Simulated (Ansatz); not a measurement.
**Molecular dynamics of Na$_{7}$Fe$_{4}$O$_{12}$, charge -1**

The input (input.yaml):

```yaml
crystal:
  lattice:
    - [0.840606, 4.643518, 5.419882]
    - [0.840606, -4.643518, 5.419882]
    - [5.348796, 0.0, 0.0]
  atoms:
    - { symbol: Na, position: [0.23413228, 0.25231055, 0.78225487] }
    - { symbol: Na, position: [0.64555008, 0.35000203, 0.55629768] }
    - { symbol: Na, position: [0.33014637, 0.65374905, 0.61303052] }
    - { symbol: Fe, position: [0.41186889, 0.07850226, 0.30437005], spin: 2.5 }
    - { symbol: Fe, position: [0.07946245, 0.41447373, 0.30611875], spin: 2.5 }
    - { symbol: O, position: [0.14895728, 0.15134612, 0.22597993] }
    - { symbol: O, position: [0.34296578, 0.34674006, 0.38830852] }
    - { symbol: O, position: [0.13867512, 0.54775016, 0.95659975] }
    - { symbol: O, position: [0.53934529, 0.16830928, 0.93835016] }
    - { symbol: O, position: [0.35640015, 0.963578, 0.62503412] }
    - { symbol: O, position: [0.95141835, 0.34447279, 0.65350112] }
    - { symbol: Na, position: [0.50166428, 0.55172814, 0.11148113] }
    - { symbol: Na, position: [0.787813, 0.79109968, 0.26495676] }
    - { symbol: Na, position: [0.17672687, 0.83574103, 0.05553476] }
    - { symbol: Na, position: [0.83961365, 0.17886234, 0.00799624] }
    - { symbol: Fe, position: [0.89660496, 0.57990821, 0.79689275], spin: 2.5 }
    - { symbol: Fe, position: [0.58159067, 0.93346157, 0.78434195], spin: 2.5 }
    - { symbol: O, position: [0.65113925, 0.65995413, 0.71892356] }
    - { symbol: O, position: [0.85221922, 0.87393258, 0.83718999] }
    - { symbol: O, position: [0.64009604, 0.04293107, 0.45815341] }
    - { symbol: O, position: [0.05275801, 0.63384216, 0.45167527] }
    - { symbol: O, position: [0.82239427, 0.47168781, 0.16356451] }
    - { symbol: O, position: [0.45419406, 0.85496097, 0.10558091] }
magnetization:
  spin_polarized: true
total_charge: -1
basis:
  ecutwfc: 420.0
kpoints:
  mp_grid: { grid: [2, 2, 2] }
hamiltonian:
  xc: lda
scf:
  occupations: { method: fermi_dirac, width: 0.05 }
  lower_state_search: "off"
md:
  timestep: 1
  n_steps: 270
  ensemble: nvt_langevin
  temperature: 910.0
  initial_velocities: maxwell_boltzmann
  seed: 925336
  friction: 0.01
```

Command:

```bash
$ ansatz run input.yaml --threads 4 --pin off --max-ram 10240MiB --backend cpu --events-out ev --progress --plain --runs-dir out
```

It goes on from the last frame of an earlier run, with new velocities.

Output, in part (step lines):

```
md step     0: t =     0.00 fs  T =   870.4 K  F+E_penalty+E_count = -34603.26260022 eV  E_kin = 2.587785 eV  (38 SCF iters)
md step     1: t =     1.00 fs  T =   880.9 K  F+E_penalty+E_count = -34603.25649722 eV  E_kin = 2.619000 eV  (22 SCF iters)
md step     2: t =     2.00 fs  T =   801.5 K  F+E_penalty+E_count = -34603.24973318 eV  E_kin = 2.382821 eV  (24 SCF iters)
md step     3: t =     3.00 fs  T =   784.5 K  F+E_penalty+E_count = -34603.23556097 eV  E_kin = 2.332155 eV  (22 SCF iters)
md step     4: t =     4.00 fs  T =   805.1 K  F+E_penalty+E_count = -34603.20953692 eV  E_kin = 2.393607 eV  (21 SCF iters)
md step     5: t =     5.00 fs  T =   782.1 K  F+E_penalty+E_count = -34603.17966267 eV  E_kin = 2.325281 eV  (21 SCF iters)
md step     6: t =     6.00 fs  T =   744.8 K  F+E_penalty+E_count = -34603.14072475 eV  E_kin = 2.214378 eV  (23 SCF iters)
md step     7: t =     7.00 fs  T =   730.0 K  F+E_penalty+E_count = -34603.08686014 eV  E_kin = 2.170326 eV  (21 SCF iters)
[... lines left out ...]
md step   270: t =   270.00 fs  T =   958.9 K  F+E_penalty+E_count = -34602.47608719 eV  E_kin = 2.850920 eV  (22 SCF iters)
```

The steps, from the saved trajectory:

```json
{"time (fs)": "0", "T (K)": "870", "potential energy less start (eV)": "0.000"}
{"time (fs)": "9", "T (K)": "636", "potential energy less start (eV)": "0.291"}
{"time (fs)": "18", "T (K)": "671", "potential energy less start (eV)": "0.541"}
{"time (fs)": "27", "T (K)": "876", "potential energy less start (eV)": "0.485"}
{"time (fs)": "36", "T (K)": "684", "potential energy less start (eV)": "0.794"}
{"time (fs)": "45", "T (K)": "691", "potential energy less start (eV)": "0.777"}
{"time (fs)": "54", "T (K)": "862", "potential energy less start (eV)": "0.239"}
{"time (fs)": "63", "T (K)": "797", "potential energy less start (eV)": "0.283"}
{"time (fs)": "72", "T (K)": "792", "potential energy less start (eV)": "0.411"}
{"time (fs)": "81", "T (K)": "726", "potential energy less start (eV)": "0.171"}
{"time (fs)": "90", "T (K)": "854", "potential energy less start (eV)": "-0.099"}
{"time (fs)": "99", "T (K)": "723", "potential energy less start (eV)": "0.198"}
{"time (fs)": "108", "T (K)": "685", "potential energy less start (eV)": "0.461"}
{"time (fs)": "117", "T (K)": "758", "potential energy less start (eV)": "0.420"}
{"time (fs)": "126", "T (K)": "798", "potential energy less start (eV)": "0.445"}
{"time (fs)": "135", "T (K)": "677", "potential energy less start (eV)": "0.882"}
{"time (fs)": "144", "T (K)": "556", "potential energy less start (eV)": "1.023"}
{"time (fs)": "153", "T (K)": "664", "potential energy less start (eV)": "0.652"}
{"time (fs)": "162", "T (K)": "740", "potential energy less start (eV)": "0.281"}
{"time (fs)": "171", "T (K)": "988", "potential energy less start (eV)": "-0.155"}
{"time (fs)": "180", "T (K)": "746", "potential energy less start (eV)": "0.172"}
{"time (fs)": "189", "T (K)": "499", "potential energy less start (eV)": "0.626"}
{"time (fs)": "198", "T (K)": "583", "potential energy less start (eV)": "0.527"}
{"time (fs)": "207", "T (K)": "810", "potential energy less start (eV)": "0.216"}
{"time (fs)": "216", "T (K)": "676", "potential energy less start (eV)": "0.384"}
{"time (fs)": "225", "T (K)": "701", "potential energy less start (eV)": "0.553"}
{"time (fs)": "234", "T (K)": "879", "potential energy less start (eV)": "0.527"}
{"time (fs)": "243", "T (K)": "932", "potential energy less start (eV)": "0.735"}
{"time (fs)": "252", "T (K)": "834", "potential energy less start (eV)": "1.087"}
{"time (fs)": "261", "T (K)": "891", "potential energy less start (eV)": "1.022"}
{"time (fs)": "270", "T (K)": "959", "potential energy less start (eV)": "0.787"}
```

All steps were run. The mean temperature of the second half is 16 % below the set value. A run of 0.27 ps of so small a system gives no equilibrium averages. No Hubbard correction was used and the magnetic state wasn't searched. Limits of this set-up: coarse k mesh, a small cell, in which the defect meets its images, charged cell in a uniform background, uncorrected.

Mean squared displacements from the first frame to the last, about the centre of mass: Na 0.14 Å², Fe 0.03 Å², O 0.08 Å².

Last frame:

```xyz
23
Lattice="0.8406 4.6435 5.4199 0.8406 -4.6435 5.4199 5.3488 0.0000 0.0000" Properties=species:S:1:pos:R:3
Na 4.906 -0.110 2.612
Na 4.125 1.454 5.298
Na 4.159 -1.794 5.118
Fe 2.114 1.310 2.644
Fe 2.045 -1.742 2.694
O 1.441 -0.041 1.688
O 2.719 -0.428 3.737
O 5.681 -1.942 3.544
O 5.941 1.496 3.740
O 4.651 -3.017 7.205
O 4.527 2.863 7.031
Na 1.467 -0.286 5.523
Na 2.840 -0.164 8.037
Na 1.036 -3.673 5.393
Na 1.497 2.731 5.504
Fe 5.370 1.420 7.948
Fe 5.470 -1.644 8.154
O 4.956 -0.089 6.840
O 6.132 0.101 8.829
O 3.255 2.683 3.706
O 2.982 -3.169 3.487
O 2.006 1.566 6.994
O 1.948 -1.953 7.069
```

The run took 37 min on 4 threads of Intel(R) Xeon(R) Platinum 8488C (Sapphire Rapids), with other jobs on the host, peak memory 1.3 GiB.
